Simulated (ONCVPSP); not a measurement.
# Sn: the cost of one run

Method: ONCVPSP 4.0.1.1 (patched build), PBE, scalar-relativistic.

**1. The design**

The settings as typed:

```json
{"element": "tin (Sn, Z = 50)", "type": "optimised norm-conserving Vanderbilt (ONCV)", "frozen core": "[Ar] 3d10", "valence charge": "22", "reference configuration": "4s2 4p6 4d10 5s2 5p2", "partial waves": "4s+5s: rc 1.35 bohr, ncon 3, nbas 7, qcut 11.5 1/bohr, 2 projectors; 4p+5p: rc 1.35 bohr, ncon 4, nbas 8, qcut 10.7 1/bohr, 2 projectors; 4d: rc 1.65 bohr, ncon 3, nbas 7, qcut 10 1/bohr, 2 projectors, debl 1.4 Ha; f scattering state at 0.05 Ha: rc 1.40 bohr, ncon 3, nbas 7, qcut 8.7 1/bohr, 2 projectors, debl 2.6 Ha", "local potential": "polynomial inside 1.20 bohr (lpopt 5, dvloc0 4 Ha)", "core correction": "not asked for"}
```

**2. Generation**

Input file Sn.dat:

```
# ATOM AND REFERENCE CONFIGURATION
# atsym  z   nc   nv     iexc    psfile
  Sn 50.00    6    5        4      upf
#
#   n    l    f
    1    0    2.00
    2    0    2.00
    2    1    6.00
    3    0    2.00
    3    1    6.00
    3    2   10.00
    4    0    2.00
    4    1    6.00
    4    2   10.00
    5    0    2.00
    5    1    2.00
#
# PSEUDOPOTENTIAL AND OPTIMIZATION
# lmax
    3
#
#   l,   rc,      ep,       ncon, nbas, qcut
    0    1.35    0.00    3    7   11.50
    1    1.35    0.00    4    8   10.70
    2    1.65    0.00    3    7   10.00
    3    1.40    0.05    3    7    8.70
#
# LOCAL POTENTIAL
# lloc, lpopt,  rc(5),   dvloc0
    4    5    1.20    4.00
#
# VANDERBILT-KLEINMAN-BYLANDER PROJECTORs
# l, nproj, debl
    0    2    0.90
    1    2    0.90
    2    2    1.40
    3    2    2.60
#
# MODEL CORE CHARGE
# icmod, fcfact, rcfact
    0    0.00    0.00
#
# LOG DERIVATIVE ANALYSIS
# epsh1, epsh2, depsh
   -6.00    5.00    0.04
#
# OUTPUT GRID
# rlmax, drl
    6.00    0.01
#
# TEST CONFIGURATIONS
# ncnf
    4
# nvcnf
#   n    l    f
    5
    4    0    2.00
    4    1    6.00
    4    2   10.00
    5    0    2.00
    5    1    1.00
#
    5
    4    0    2.00
    4    1    6.00
    4    2   10.00
    5    0    2.00
    5    1    0.00
#
    5
    4    0    2.00
    4    1    6.00
    4    2   10.00
    5    0    1.00
    5    1    0.00
#
    5
    4    0    2.00
    4    1    6.00
    4    2   10.00
    5    0    1.00
    5    1    2.00
#
```

Command:

```console
$ oncvpsp.x < Sn.dat > Sn.out
```

**Question.** How long does this run take on 1 thread of Neoverse-N1, shared host?

About 6.6 s.
